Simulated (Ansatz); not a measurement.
# Al3Pd (Pm-3m) in Ansatz: equation of state

Aim: energy against volume of Al3Pd in PBE, for its equilibrium volume and stiffness.

Everything below comes from runs of Ansatz 0.2.0. Logs are shortened: lines on timing, memory, paths and dates and some standing lists are left out, and cuts for length are marked.

### Step 1. Starting point

The structure is cubic, space group Pm-3m (No. 221). The conventional cell has a = 3.947 Å, b = 3.947 Å, c = 3.947 Å, α = 90.00°, β = 90.00°, γ = 90.00°. Pd (site symmetry m-3m) has 12 Al at 2.79 Å as nearest neighbours. Al (site symmetry 4/mmm) has 4 Pd at 2.79 Å and 8 Al at 2.79 Å as nearest neighbours.

The cell comes from a database or a generator and needn't be the stable form of this composition.

### Step 2. Single point, PBE, 14.45 Å³/atom (volume scaled by 0.94)

Contents of input.yaml:

```yaml
crystal:
  lattice:
    - [3.8663382084, 0.0, 0.0]
    - [0.0, 3.8663382084, 0.0]
    - [0.0, 0.0, 3.8663382084]
  atoms:
    - { symbol: Pd, position: [0.0, 0.0, 0.0] }
    - { symbol: Al, position: [0.5, 0.5, 0.0] }
    - { symbol: Al, position: [0.5, 0.0, 0.5] }
    - { symbol: Al, position: [0.0, 0.5, 0.5] }
hamiltonian:
  xc: pbe
  pseudopotentials: { kind: paw }
kpoints:
  mp_grid: { grid: [7, 7, 7] }
scf:
  occupations: { method: fermi_dirac, width: 0.05 }
output:
  forces: true
  stress: true
  eigenvalues: true
```

Potentials or basis: Ansatz PAW.

Run with:

```sh
$ ansatz run input.yaml --threads 2 --pin off --max-ram 5120MiB --backend cpu --events-out ev --progress --plain --runs-dir out
```

Output:

```text
Warning: RAYON_NUM_THREADS=2 ignored (pool sized by the plan → 2); use --threads N
Engine: ansatz 0.2.0, x86_64-unknown-linux-gnu
Pseudopotentials: kind: paw
Pseudopotential: Pd, paw, valence charge 18, recommended cutoff 420 eV (normal), Pd.paw.azcp
Pseudopotential: Al, paw, valence charge 3, recommended cutoff 420 eV (normal), Al.paw.azcp
Functional definition: PBE
  parameter kappa = 0.804
  parameter beta = 0.06672455060314922
  exchange = pbe_x(kappa = kappa, mu = beta*pi^2/3)
  correlation = pbe_c(beta = beta)
Crystal: 4 atoms, lattice volume = 57.796 Å³
Basis set: ecut = 420 eV, 1141 PW (Γ), exchange–correlation on 54×54×54 points (8 copies of the dense FFT grid, shifted against one another)
Bands: 18, of which v1, the nominal top of the filled ones, is band 14 counted from 1 (13 counted from 0)
Symmetry: 48 space group operations
Space group: Pm-3m (ITA 221), of the structure as read, at distance tolerance 3.9e-5 Å
k-points: 20 of 343
Non-local potential: Pd, projectors of the file, l = 0: 2, l = 1: 2, l = 2: 2, l = 3: 1
Non-local potential: Al, projectors of the file, l = 0: 2, l = 1: 2, l = 2: 1
PAW form: soft (Blöchl's): semilocal exchange-correlation on the pseudo side does not see the compensation charge
PAW one-centre angular grid: Pd, 590 points (default); XC on 64 Gauss nodes
PAW one-centre angular grid: Al, 110 points (default); XC on 64 Gauss nodes
Initial density: superposition of atomic densities (neutral atoms: chi_scale 0, normalization atom), corrected by the library's trained network
Initial wavefunctions: pseudopotential atomic-orbital guess
Functional: x = pbe(κ = 0.804, μ = 0.2195149727645171), c = pbe(β = 0.06672455060314922)
SCF iter   1: F=—  HF=-8586.570606 eV  |F-HF|=—  |Δ(HF+E_count)|=         —  Δρ=3.90e-3  dr2=1.73e-2  ethr=1.77e-3  ⟨swp⟩=6.0  Hψ=1942  notcnv=0
preconditioner: auto → Kerker (q_TF=auto, 2.403 Å⁻¹)  [metal: Δε(μ)=0.021 eV  Ē_g=7.488 eV  σ=0.050 eV  W_gap=0.10  n_scr=18 (ndim 8)  ℏωp=21.3 eV  f_vac=0.000  D(μ)=2.99/eV (n_scr^D=26)]
SCF iter   2: F=—  HF=-8586.567960 eV  |F-HF|=—  |Δ(HF+E_count)|=   2.65e-3  Δρ=1.97e-3  dr2=2.14e-3  ethr=6.40e-5  ⟨swp⟩=2.2  Hψ=668  notcnv=0  defer=1
SCF iter   3: F=—  HF=-8586.567565 eV  |F-HF|=—  |Δ(HF+E_count)|=   3.95e-4  Δρ=9.22e-4  dr2=9.58e-4  ethr=7.92e-6  ⟨swp⟩=2.0  Hψ=598  notcnv=0  defer=1
SCF iter   4: F=—  HF=-8586.567290 eV  |F-HF|=—  |Δ(HF+E_count)|=   2.75e-4  Δρ=1.63e-4  dr2=1.56e-5  ethr=3.55e-6  ⟨swp⟩=2.0  Hψ=521  notcnv=0  defer=1
SCF iter   5: F=—  HF=-8586.567219 eV  |F-HF|=—  |Δ(HF+E_count)|=   7.05e-5  Δρ=4.33e-5  dr2=8.51e-7  ethr=5.77e-8  ⟨swp⟩=2.1  Hψ=529  notcnv=0  defer=1
SCF iter   6: F=-8586.567219 eV  HF=-8586.567219 eV  |F-HF|=8.71e-10  |Δ(HF+E_count)|=   7.51e-8  Δρ=5.13e-6  dr2=1.27e-8  ethr=3.70e-10  ⟨swp⟩=5.3  Hψ=1622  notcnv=0
SCF 1 converged in 6 iterations: F = -8586.567219 eV  dr2 = 1.27e-8
SCF converged after 6 iterations
Free energy (F): -8586.567219 eV
Harris-Foulkes:  -8586.567219 eV  (|F-HF|=8.71e-10)
Internal energy: -8586.543784 eV  (E = F + TS)
E sigma→0 (E₀):  -8586.555502 eV
Entropy (-TS):   -0.023435 eV (-5.859 meV/atom)
Fermi energy:    12.651507 eV
--- Per-component energies (eV) ---
  E_band       = -224.277942
  E_kinetic    = 589.854003
  E_local      = -3012.052527  (includes V_loc(G=0)·N_el)
  E_nonlocal   = 246.564660
  E_hartree    = 1297.890703
  E_xc         = -291.675526
  E_vxc        = -303.597044  (∫ρ·V_xc dr)
  E_paw        = -5152.555365  (= ΣΔE_a)
  E_vpaw       = -340.826738  (= ΣTr[D̂ρ^β])
  E_aug_tail   = 0.000194  (compensation charges beyond the density's cutoff)
  E_ewald      = -2264.569925
  E_smearing   = -0.023435  (= −TS)
  E_closure    = 0.000000  (closes the sum)
  Σ components = -8586.567219   (vs F -8586.567219, Δ=0.00e0)
--- Forces (eV/Å), atoms counted from 1 ---
  atom   1  Pd     0.00000000     0.00000000     0.00000000
  atom   2  Al    -0.00000000    -0.00000000     0.00000000
  atom   3  Al    -0.00000000     0.00000000    -0.00000000
  atom   4  Al     0.00000000     0.00000000    -0.00000000
  max |Σ_I F_I| component: 1.34e-30 eV/Å
--- Stress (GPa, compression-positive) ---
        9.493120       0.000000      -0.000000
        0.000000       9.493120       0.000000
        0.000000       0.000000       9.493120
  P = ⅓ Tr σ = 9.4931 GPa (94.931 kbar)
--- Band table (eV; the first three rows and the last of 20) ---
  k-point 0: bands = ["-72.8468", "-38.5842", "-38.5842", "-38.5842", "1.0782", "7.2010", "7.2010", "8.6429", "8.6429", "8.6429", "10.1639", "10.1639", "10.1639", "12.5546", "14.6955", "14.6955", "18.6768", "18.6768"]
  k-point 1: bands = ["-72.8467", "-38.5849", "-38.5842", "-38.5842", "1.2871", "6.9335", "7.2636", "8.3971", "8.3971", "8.6594", "9.3629", "10.5939", "10.5939", "13.1781", "14.6494", "15.5729", "17.7199", "17.7199"]
  k-point 2: bands = ["-72.8467", "-38.5866", "-38.5841", "-38.5841", "1.9038", "5.7914", "7.4121", "8.0340", "8.0340", "8.6971", "9.0235", "11.5208", "11.5208", "13.4306", "14.5129", "15.9239", "15.9239", "17.3158"]
  k-point 19: bands = ["-72.8465", "-38.5872", "-38.5872", "-38.5872", "5.5590", "6.2259", "6.2259", "7.8393", "8.1481", "8.4066", "8.4066", "9.5296", "9.5296", "11.6024", "12.1891", "12.1891", "12.8166", "22.9411"]
```

Wall time 1.6 s (2 threads of Intel Xeon at 2.50GHz (Skylake/Cascade Lake), shared host); peak memory 0.33 GiB.

What came out:

- Free energy: -8586.5672 eV
- Pressure: 9.5 GPa
- Band gap on the k mesh: none (metal or under the smearing width)

### Step 3. Single point, PBE, 14.76 Å³/atom (volume scaled by 0.96)

Changes to input.yaml since step 2:

```diff
@@ -2,5 +2,5 @@
   lattice:
-    - [3.8663382084, 0.0, 0.0]
-    - [0.0, 3.8663382084, 0.0]
-    - [0.0, 0.0, 3.8663382084]
+    - [3.8935668393, 0.0, 0.0]
+    - [0.0, 3.8935668393, 0.0]
+    - [0.0, 0.0, 3.8935668393]
   atoms:
```

Potentials or basis: Ansatz PAW.

Run with:

```sh
$ ansatz run input.yaml --threads 2 --pin off --max-ram 5120MiB --backend cpu --events-out ev --progress --plain --runs-dir out
```

Run time: 1.4 s. Hardware: 2 threads of Intel Xeon at 2.50GHz (Skylake/Cascade Lake), shared host; peak memory 0.33 GiB.

The run converged. Its results:

* Free energy: -8586.6283 eV
* Pressure: 6.5 GPa
* Band gap on the k mesh: none (metal or under the smearing width)

### Step 4. Single point, PBE, 15.06 Å³/atom (volume scaled by 0.98)

Changes to input.yaml since step 3:

```diff
@@ -2,5 +2,5 @@
   lattice:
-    - [3.8935668393, 0.0, 0.0]
-    - [0.0, 3.8935668393, 0.0]
-    - [0.0, 0.0, 3.8935668393]
+    - [3.920419873, 0.0, 0.0]
+    - [0.0, 3.920419873, 0.0]
+    - [0.0, 0.0, 3.920419873]
   atoms:
@@ -21 +21,5 @@
   eigenvalues: true
+  write_density: true
+  write_potential: true
+  elf: true
+  volumetric_format: npy
```

Run with:

```sh
$ ansatz run input.yaml --threads 2 --pin off --max-ram 5120MiB --backend cpu --events-out ev --progress --plain --runs-dir out
```

Run time: 1.9 s. Hardware: 2 threads of Intel Xeon at 2.50GHz (Skylake/Cascade Lake), shared host; peak memory 0.34 GiB.

The run converged. Its results:

* Free energy: -8586.6676 eV
* Pressure: 3.8 GPa
* Band gap on the k mesh: none (metal or under the smearing width)

### Step 5. Single point, PBE, 15.37 Å³/atom

Changes to input.yaml since step 4:

```diff
@@ -2,5 +2,5 @@
   lattice:
-    - [3.920419873, 0.0, 0.0]
-    - [0.0, 3.920419873, 0.0]
-    - [0.0, 0.0, 3.920419873]
+    - [3.94691, 0.0, 0.0]
+    - [0.0, 3.94691, 0.0]
+    - [0.0, 0.0, 3.94691]
   atoms:
@@ -21,5 +21 @@
   eigenvalues: true
-  write_density: true
-  write_potential: true
-  elf: true
-  volumetric_format: npy
```

Run with:

```sh
$ ansatz run input.yaml --threads 2 --pin off --max-ram 5120MiB --backend cpu --events-out ev --progress --plain --runs-dir out
```

Run time: 1.2 s. Hardware: 2 threads of Intel Xeon at 2.50GHz (Skylake/Cascade Lake), shared host; peak memory 0.33 GiB.

It converged, with:

- Free energy: -8586.6872 eV
- Pressure: 1.4 GPa
- Band gap on the k mesh: none (metal or under the smearing width)

### Step 6. Single point, PBE, 15.68 Å³/atom (volume scaled by 1.02)

Changes to input.yaml since step 5:

```diff
@@ -2,5 +2,5 @@
   lattice:
-    - [3.94691, 0.0, 0.0]
-    - [0.0, 3.94691, 0.0]
-    - [0.0, 0.0, 3.94691]
+    - [3.9730492386, 0.0, 0.0]
+    - [0.0, 3.9730492386, 0.0]
+    - [0.0, 0.0, 3.9730492386]
   atoms:
```

Potentials or basis: Ansatz PAW.

Run with:

```sh
$ ansatz run input.yaml --threads 2 --pin off --max-ram 5120MiB --backend cpu --events-out ev --progress --plain --runs-dir out
```

Run time: 1.5 s. Hardware: 2 threads of Intel Xeon at 2.50GHz (Skylake/Cascade Lake), shared host; peak memory 0.33 GiB.

Results (log left out):

- Free energy: -8586.6893 eV
- Pressure: -0.8 GPa
- Band gap on the k mesh: none (metal or under the smearing width)

### Step 7. Single point, PBE, 15.99 Å³/atom (volume scaled by 1.04)

Changes to input.yaml since step 6:

```diff
@@ -2,5 +2,5 @@
   lattice:
-    - [3.9730492386, 0.0, 0.0]
-    - [0.0, 3.9730492386, 0.0]
-    - [0.0, 0.0, 3.9730492386]
+    - [3.9988489825, 0.0, 0.0]
+    - [0.0, 3.9988489825, 0.0]
+    - [0.0, 0.0, 3.9988489825]
   atoms:
```

Run with:

```sh
$ ansatz run input.yaml --threads 2 --pin off --max-ram 5120MiB --backend cpu --events-out ev --progress --plain --runs-dir out
```

It took 1.3 s on 2 threads of Intel Xeon at 2.50GHz (Skylake/Cascade Lake), shared host; peak memory 0.34 GiB.

The run converged. Its results:

```yaml
Free_energy: -8586.6757 eV
Pressure: -2.7 GPa
Band_gap_on_the_k_mesh: none (metal or under the smearing width)
```

### Step 8. Single point, PBE, 16.29 Å³/atom (volume scaled by 1.06)

Changes to input.yaml since step 7:

```diff
@@ -2,5 +2,5 @@
   lattice:
-    - [3.9988489825, 0.0, 0.0]
-    - [0.0, 3.9988489825, 0.0]
-    - [0.0, 0.0, 3.9988489825]
+    - [4.0243200449, 0.0, 0.0]
+    - [0.0, 4.0243200449, 0.0]
+    - [0.0, 0.0, 4.0243200449]
   atoms:
```

Run with:

```sh
$ ansatz run input.yaml --threads 2 --pin off --max-ram 5120MiB --backend cpu --events-out ev --progress --plain --runs-dir out
```

Wall time 1.4 s (2 threads of Intel Xeon at 2.50GHz (Skylake/Cascade Lake), shared host); peak memory 0.34 GiB.

The run converged. Its results:

- Free energy: -8586.6481 eV
- Pressure: -4.4 GPa
- Band gap on the k mesh: none (metal or under the smearing width)

### Step 9. Equation of state, PBE

Potentials or basis: Ansatz PAW.

No new run: the results of the series are fitted here.

Results:

```
Equilibrium volume                      : 15.56 Å³/atom
Bulk modulus                            : 108 GPa
Pressure derivative of the bulk modulus : 4.6
```

Energy against volume, from the lowest point:
```tsv
volume (Å³/atom)	energy (meV/atom)
14.449	30.52
14.756	15.24
15.064	5.43
15.371	0.52
15.679	0.00
15.986	3.40
16.294	10.30
```
